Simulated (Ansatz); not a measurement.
**singlet [SiNH2F2]−: levels of theory compared**

Wanted: a comparison of 6 runs (HF/3-21G, HF/def2-SVPD, BHLYP/def2-SVPD, CAM-B3LYP/def2-SVPD, wB97M-V/def2-SVPD, CCSD(T)/def2-SVPD) of singlet [SiNH2F2]−. 

Program for the calculation: Ansatz 0.2.0.

54 further runs of the same task are left out: 54 set aside as unsound or not needed.

### 1 The molecule

[SiNH2F2]− has 6 atoms, charge -1, and is taken as a singlet. As SMILES of the parent species, `[NH][SiH](F)F`. Geometry: relaxed at PBE0-D4/def2-TZVP. This is one conformer, not always the lowest. That shape belongs to the parent species and isn't relaxed for this state.

Bond lengths: N1–Si2 1.727 Å, Si2–F3 1.580 Å, Si2–F4 1.587 Å, N1–H5 1.021 Å, Si2–H6 1.473 Å. Angles: N1–Si2–F3 107.9°, N1–Si2–F4 114.0°, F3–Si2–F4 106.4°, N1–Si2–H6 109.2°, F3–Si2–H6 109.9°, F4–Si2–H6 109.3°, Si2–N1–H5 116.5°.

### 2 The energy at HF/3-21G (run 1)

File input.yaml:

```yaml
crystal:
  periodic: [false, false, false]
  atoms:
    - {symbol: "N", position_ang: [-0.025400, 1.001700, -0.903700]}
    - {symbol: Si, position_ang: [0.188000, -0.244900, 0.273000]}
    - {symbol: F, position_ang: [1.578700, -0.941400, -0.004700]}
    - {symbol: F, position_ang: [-0.908600, -1.390200, 0.207400]}
    - {symbol: H, position_ang: [-0.977800, 1.156700, -1.236500]}
    - {symbol: H, position_ang: [0.187200, 0.354100, 1.618300]}
basis:
  gaussian:
    orbitals: 3-21G.json
total_charge: -1
hamiltonian:
  xc: hf
accuracy: high
output:
  orbitals: {seedname: orbitals}
```

The basis set 3-21G is read from a file made from the Basis Set Exchange's data (not shown).

Run with:

```console
$ ansatz run input.yaml --threads 1 --pin off --max-ram 3480MiB --events-out events.jsonl --progress --plain --runs-dir runs
```

The program printed:

```text
Warning: RAYON_NUM_THREADS=1 ignored (pool sized by the plan → 1); use --threads N
Functional definition: HF
  name "HF"
  exchange = exact_x
  correlation = 0
971 factors; integrals over basis functions are off by at most 8.7e-9 eV
mean field evaluation 1: about -14707.2455 eV, gradient 3.3e1 eV
mean field evaluation 2: about -14707.5445 eV, gradient 3.3e1 eV
mean field evaluation 4: about -14710.2471 eV, gradient 2.2e0 eV
mean field evaluation 8: about -14710.2737 eV, gradient 2.0e-1 eV
mean field evaluation 16: about -14710.2739 eV, gradient 5.0e-8 eV
mean field -14710.27391115 eV, -540.5925952529 hartree, gradient 5.0e-8 eV, S^2 0.000000; 0 other end points of the search recorded, 0 dependent functions left out
reference -14710.27391115 eV, -540.5925952529 hartree; 21, 21 occupied and 23, 23 virtual orbitals, 971 factors
Total energy: -14710.27391115 eV, -540.5925952529 hartree
```

Run time: 0.26 s. Hardware: 1 thread of AMD EPYC 9R45 (Zen 5), shared host.

### 3 A single-point energy at HF/def2-SVPD (run 2)

File job.yaml:

```yaml
crystal:
  periodic: [false, false, false]
  atoms:
    - {symbol: "N", position_ang: [-0.025400, 1.001700, -0.903700]}
    - {symbol: Si, position_ang: [0.188000, -0.244900, 0.273000]}
    - {symbol: F, position_ang: [1.578700, -0.941400, -0.004700]}
    - {symbol: F, position_ang: [-0.908600, -1.390200, 0.207400]}
    - {symbol: H, position_ang: [-0.977800, 1.156700, -1.236500]}
    - {symbol: H, position_ang: [0.187200, 0.354100, 1.618300]}
basis:
  gaussian:
    orbitals: def2-SVPD
total_charge: -1
hamiltonian:
  xc: hf
accuracy: high
output:
  orbitals: {seedname: orbitals}
```

Run with:

```console
$ ansatz run job.yaml --threads 1 --pin off --max-ram 3480MiB --events-out events.jsonl --progress --plain --runs-dir runs
```

The program printed:

```text
Warning: RAYON_NUM_THREADS=1 ignored (pool sized by the plan → 1); use --threads N
Functional definition: HF
  name "HF"
  exchange = exact_x
  correlation = 0
2113 factors; integrals over basis functions are off by at most 3.2e-9 eV
mean field evaluation 1: about -14780.1233 eV, gradient 3.5e1 eV
mean field evaluation 2: about -14780.1331 eV, gradient 3.5e1 eV
mean field evaluation 4: about -14783.1154 eV, gradient 3.3e0 eV
mean field evaluation 8: about -14783.1509 eV, gradient 5.1e-4 eV
mean field -14783.15094384 eV, -543.2707768067 hartree, gradient 6.7e-8 eV, S^2 0.000000; 0 other end points of the search recorded, 0 dependent functions left out
reference -14783.15094384 eV, -543.2707768067 hartree; 21, 21 occupied and 85, 85 virtual orbitals, 2113 factors
Total energy: -14783.15094384 eV, -543.2707768067 hartree
```

It took 1.9 s on 1 thread of AMD EPYC 9R45 (Zen 5), shared host; peak memory 0.31 GiB.

Runs 3 to 5 aren't shown in full; the table further down has their settings and results.

### 4 The energy at CCSD(T)/def2-SVPD (run 6)

File job.yaml:

```yaml
crystal:
  periodic: [false, false, false]
  atoms:
    - symbol: "N"
      position_ang: [-0.025400, 1.001700, -0.903700]
    - symbol: Si
      position_ang: [0.188000, -0.244900, 0.273000]
    - symbol: F
      position_ang: [1.578700, -0.941400, -0.004700]
    - symbol: F
      position_ang: [-0.908600, -1.390200, 0.207400]
    - symbol: H
      position_ang: [-0.977800, 1.156700, -1.236500]
    - symbol: H
      position_ang: [0.187200, 0.354100, 1.618300]
basis:
  gaussian:
    orbitals: def2-SVPD
total_charge: -1
magnetization:
  spin_polarized: false
  initial_magnetization: 0
correlation:
  method: ccsd_t
  frozen_orbitals: {F: 1, H: 0, "N": 1, Si: 5}
accuracy: high
scf:
  omitted_lower_state_checks: [cluster_reference, increment]
```

Run with:

```console
$ ansatz run job.yaml --threads 1 --pin off --max-ram 3480MiB --events-out events.jsonl --progress --plain --runs-dir runs
```

The program printed:

```text
Warning: RAYON_NUM_THREADS=1 ignored (pool sized by the plan → 1); use --threads N
[... 11 lines left out ...]
8 core orbitals not correlated: weight in the atoms' cores, before any rotation towards them, 1.000 or more for the frozen orbitals, at most 0.000 for the correlated occupied ones
[... 26 lines left out ...]
Total energy: -14802.79276549 eV, -543.9926004383 hartree
Checks for a lower state left out: cluster_reference, increment
```

Wall time 16 s (1 thread of AMD EPYC 9R45 (Zen 5), shared host); peak memory 0.83 GiB.

### 5 The series

```csv
run,level,frozen core orbitals,energy (Eh),HOMO energy (eV),LUMO energy (eV),HOMO–LUMO gap (eV),wall time
1,HF/3-21G,–,-540.592595,-1.86,11.71,13.57,0.26 s
2,HF/def2-SVPD,–,-543.270777,-2.96,6.60,9.57,1.9 s
3,BHLYP/def2-SVPD,–,-544.904950,-1.15,5.35,6.50,4.5 s
4,CAM-B3LYP/def2-SVPD,–,-544.956799,-1.40,5.50,6.90,4.8 s
5,wB97M-V/def2-SVPD,–,-544.929045,-2.36,5.78,8.14,28 s
6,CCSD(T)/def2-SVPD,8,-543.992600,–,–,–,16 s
```

### 6 Summary of results

| quantity | value |
| --- | --- |
| run 6: total energy | -543.99260 Eh |
| run 6: correlation energy (8 core orbitals frozen) | -721.8 mEh |
| run 6: (T) correction | -19.56 mEh |
| run 6: T1 diagnostic | 0.016 |

In words: Over runs 1, 2, 3, 4, 5 the HOMO–LUMO gap runs from 6.50 eV (BHLYP/def2-SVPD) to 13.57 eV (HF/3-21G). The two ends differ in method and basis. The empty levels of an anion lie above zero and hang on the basis. Totals of different functionals can't be ranked against each other. All runs together took 55 s, the longest 28 s.
